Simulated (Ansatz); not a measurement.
**B₂H₂NOF: an energy map over bond length N3–H7 and angle H7–N3–B4**

How does the energy of B₂FH₂NO, SMILES OB1NB1F change over two coordinates at once? A grid of runs gives the map.

Computed with Ansatz 0.2.0. Level: RKS BHLYP-D4/def2-TZVP.

### Step 1. Starting geometry

SMILES `OB1NB1F`, 7 atoms, charge 0, spin multiplicity 1.

Atoms are counted from 1 here; the program's logs count them from 0.

Bond lengths: O1–B2 1.357 Å, O1–H6 0.974 Å, B2–N3 1.439 Å, B2–B4 1.618 Å, N3–B4 1.419 Å, N3–H7 1.028 Å, B4–F5 1.331 Å. Angles: B2–O1–H6 111.1°, O1–B2–N3 134.1°, O1–B2–B4 171.0°, N3–B2–B4 55.0°, B2–N3–B4 68.9°, B2–N3–H7 144.4°, B4–N3–H7 146.7°, B2–B4–N3 56.1°, B2–B4–F5 168.9°, N3–B4–F5 135.0°.

Geometry (Å):

```xyz
7

O    -1.28933    0.17094    1.32636
B    -0.38709    0.14996    0.31360
N     0.63703   -0.77416   -0.09539
B     0.58776    0.34853   -0.96183
F     1.26026    0.73233   -2.04417
H    -1.83766    0.97469    1.29137
H     1.09032   -1.67029    0.12435
```

This geometry comes from a loose relaxation at PBE in a small basis, which is not shown.

### Step 3. The grid

The axes are (1) bond length N3–H7: 13 values from 0.882 to 1.253 Å; (2) angle H7–N3–B4: 13 values from 111.4 to 179.0 °.

Nothing else is relaxed (all other coordinates rigid). Energies count from the relaxed molecule at the same level.

(The set-up runs are not shown.)

### Step 4. The run at bond length N3–H7 = 1.253 Å, angle H7–N3–B4 = 122.7°

File input.yaml:

```yaml
crystal:
  periodic: [false, false, false]
  atoms:
    - { symbol: O, position_ang: [-1.270941, 0.181037, 1.296868] }
    - { symbol: B, position_ang: [-0.374911, 0.14742, 0.30212] }
    - { symbol: "N", position_ang: [0.629711, -0.764013, -0.095111] }
    - { symbol: B, position_ang: [0.587113, 0.335009, -0.94974] }
    - { symbol: F, position_ang: [1.245116, 0.717713, -2.015142] }
    - { symbol: H, position_ang: [-1.825553, 0.952699, 1.295536] }
    - { symbol: H, position_ang: [1.440692, -1.707283, -0.24531] }
basis:
  gaussian: { orbitals: def2-TZVP }
hamiltonian:
  xc: { name: BHLYP }
  dispersion: d4
output:
  forces: true
```

Run with:

```
$ ansatz run input.yaml --threads 1 --pin off --max-ram 2560MiB --backend cpu --events-out ev --progress --plain --runs-dir out
```

Further runs follow: all other points of the grid.

Q: Predict the outcome of this session. Wanted: lowest point; highest computed point; dipole moment; largest force on an atom.

As calculated:

```
                       quantity                                                                                                                                                   value
                   lowest point                                                                                       bond length N3–H7 = 1.005 Å, angle H7–N3–B4 = 145.2°, 0.08 kJ/mol
         highest computed point                                                                       bond length N3–H7 = 1.253 Å, angle H7–N3–B4 = 111.4°, 135 kJ/mol above the lowest
              dipole moment (D)  0.28 at bond length N3–H7 = 1.253 Å, angle H7–N3–B4 = 111.4° to 1.98 at bond length N3–H7 = 1.253 Å, angle H7–N3–B4 = 179.0°; 1.14 at the lowest point
largest force on an atom (eV/Å)     0.2 at bond length N3–H7 = 1.005 Å, angle H7–N3–B4 = 145.2° to 8.7 at bond length N3–H7 = 0.882 Å, angle H7–N3–B4 = 111.4°; 0.2 at the lowest point
        time for the whole task                                                                                                                        6.7 min on 1 thread, shared host
```

The lowest computed point is at bond length N3–H7 = 1.005 Å, angle H7–N3–B4 = 145.2°, 0.08 kJ/mol from the relaxed molecule at the same level. The grid is coarse, so the true minimum lies between grid points and may sit elsewhere than the lowest one. It is the only kind of minimum in the scanned range. The highest computed point, bond length N3–H7 = 1.253 Å, angle H7–N3–B4 = 111.4°, lies 135 kJ/mol above the lowest. Round the minimum the two coordinates are nearly uncoupled.
